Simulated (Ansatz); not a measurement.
# GeH₂ (triplet): wave-function methods side by side at distance Ge1–H2 = 1.909 Å, cc-pVDZ

Aim: climb from Hartree-Fock through coupled cluster and multireference methods for GeH₂ (triplet) at one geometry and basis, and see what each rung misses.

Computed with Ansatz 0.2.0, Gaussian basis. Level: cc-pVDZ, core rule «outside noble gas», up to 14 orbitals frozen.

To be run: UHF; CCSD(T) on ROHF; CCSD(T) on UHF; BCCD(T) on ROHF; CISD; CCSDT(Q) on ROHF; CCSDT(Q) on UHF; CASSCF and MRCISD+Q, 4 electrons in 4 orbitals; CASSCF and NEVPT2, 4 electrons in 4 orbitals; CASSCF and MRCISD+Q, 6 electrons in 6 orbitals; CASSCF and NEVPT4(SD), 6 electrons in 6 orbitals; CASSCF and NEVPT2, 6 electrons in 6 orbitals; Full CI.

21 further runs of the same task are left out: 17 that didn't finish, 4 set aside as unsound or not needed.

## 1. The geometry

The geometry derives from a PBE0/def2-TZVP stationary point (not a proven minimum). One bond is set to the value named and the two fragments are kept rigid. No spin-orbit coupling is included. The filled d shell of Ge may be among the frozen orbitals whatever the setting's name suggests; the logs give the count.

3 atoms, charge 0, spin multiplicity 3.

Atoms are counted from 1 here; the program's logs count them from 0.

Bond lengths: Ge1–H2 1.909 Å, Ge1–H3 1.541 Å. Angles: H2–Ge1–H3 120.0°.

## 2. UHF

The input, in.yaml:

```yaml
crystal:
  periodic: [false, false, false]
  atoms:
    - {symbol: Ge, position_ang: [0.000000, -0.023273, 0.004309]}
    - {symbol: H, position_ang: [0.000000, 0.930672, -1.649254]}
    - {symbol: H, position_ang: [0.000000, 0.746546, 1.338710]}
basis:
  gaussian: {orbitals: cc-pVDZ}
magnetization: {spin_polarized: true, initial_magnetization: 2}
hamiltonian: {xc: hf}
output: {orbitals: {seedname: orbitals}}
```

Started as:

```console
> ansatz run in.yaml --threads 1 --pin off --events-out ev --progress --plain --max-ram 2393MiB
```

The runs that follow: CCSD(T) on ROHF; CCSD(T) on UHF; BCCD(T) on ROHF; CISD; CCSDT(Q) on ROHF; CCSDT(Q) on UHF; CASSCF and MRCISD+Q, 4 electrons in 4 orbitals; CASSCF and NEVPT2, 4 electrons in 4 orbitals; CASSCF and MRCISD+Q, 6 electrons in 6 orbitals; CASSCF and NEVPT4(SD), 6 electrons in 6 orbitals; CASSCF and NEVPT2, 6 electrons in 6 orbitals; Full CI.

Before running them: what should the planned runs give, taken together? Wanted: FCI below the RHF energy; RMP2 from FCI; UMP2 from FCI; RCCSD from FCI; RCCSD(T) from FCI; UCCSD(T) from FCI; RCCSDT(Q) from FCI; UCCSDT(Q) from FCI; NEVPT2 pair from FCI.

**Answer**, as computed:

| quantity | value |
| --- | --- |
| FCI below the RHF energy | -2.7340 eV |
| RMP2 from FCI | +16.92 kcal/mol |
| UMP2 from FCI | +17.00 kcal/mol |
| RCCSD from FCI | +2.00 kcal/mol |
| RCCSD(T) from FCI | +0.53 kcal/mol |
| UCCSD(T) from FCI | +0.32 kcal/mol |
| RCCSDT(Q) from FCI | 0.00 kcal/mol |
| UCCSDT(Q) from FCI | -0.23 kcal/mol |
| NEVPT2 pair from FCI | +13.32 kcal/mol |
| MRCISD+Q pair from FCI | -0.19 kcal/mol |
| NEVPT2 valence from FCI | +10.86 kcal/mol |
| levels within 1 kcal/mol (43 meV) | RCCSD(T), UCCSD(T), BCCD(T), RCCSDT, UCCSDT, RCCSDT(Q), UCCSDT(Q), MRCISD+Q pair, MRCISD+Q valence |
| T1 diagnostic | 0.024 |
| effectively unpaired electrons | 2.05 |

What this shows: RCCSD(T) misses by +0.53 kcal/mol, 0.8 % of the correlation energy. UCCSDT, UCCSDT(Q), MRCISD+Q pair fall below full CI: unrestricted runs freeze a spin-polarised core, another one than full CI's, and coupled cluster isn't variational. One determinant dominates. Of the multireference levels listed MRCISD+Q valence comes nearest in total energy (+0.11 kcal/mol), which doesn't show that its space is the better one. These misses are within one basis, not against nature; the frozen cores of restricted and unrestricted runs differ, which can shift their rows.
